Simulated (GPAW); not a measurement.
# GaF in GPAW: the effect of functional

GaF:

```xyz
2
Lattice="3.1659 0.0000 0.0000 0.0000 3.1659 0.0000 0.0000 0.0000 3.1659" Properties=species:S:1:pos:R:3 pbc="T T T"
Ga    0.0000    0.0000    0.0000
F     1.5830    1.5830    1.5830
```

The cell was built by a generator and needn't be a form met in nature.

Alike in all runs:

- Program: GPAW 26.7.0
- Task: band structure
- Cutoff: 800 eV
- Basis: pw
- k mesh: 8 × 8 × 8
- Occupations: fermi-dirac, width 0.05 eV
- Spin: no spin polarisation

Task: One run gave: gap on the mesh 0.58 eV. Which functional did it use?
A. LDA
B. r2SCAN
C. vdW-DF2
D. AM05
E. PW91

Result: B.

```tsv
functional	potentials or basis	gap on the mesh (eV)
LDA	the program's PAW data sets (release 1.2.1) made for this functional	0.36
r2SCAN	GPAW PAW data sets (gpaw-data 1.2.1)	0.58
AM05	PAW data sets generated in the run's folder for this functional	0.26
PW91	PAW data sets generated in the run's folder for this functional	0.41
PBEsol	PAW data sets generated in the run's folder for this functional	0.23
revPBE	the program's PAW data sets (release 1.2.1) made for this functional	0.34
vdW-DF2	GPAW PAW data sets (gpaw-data 1.2.1)	0.91
RPBE	the program's PAW data sets (release 1.2.1) made for this functional	0.34
```

Runs at the PBE level aren't shown here.
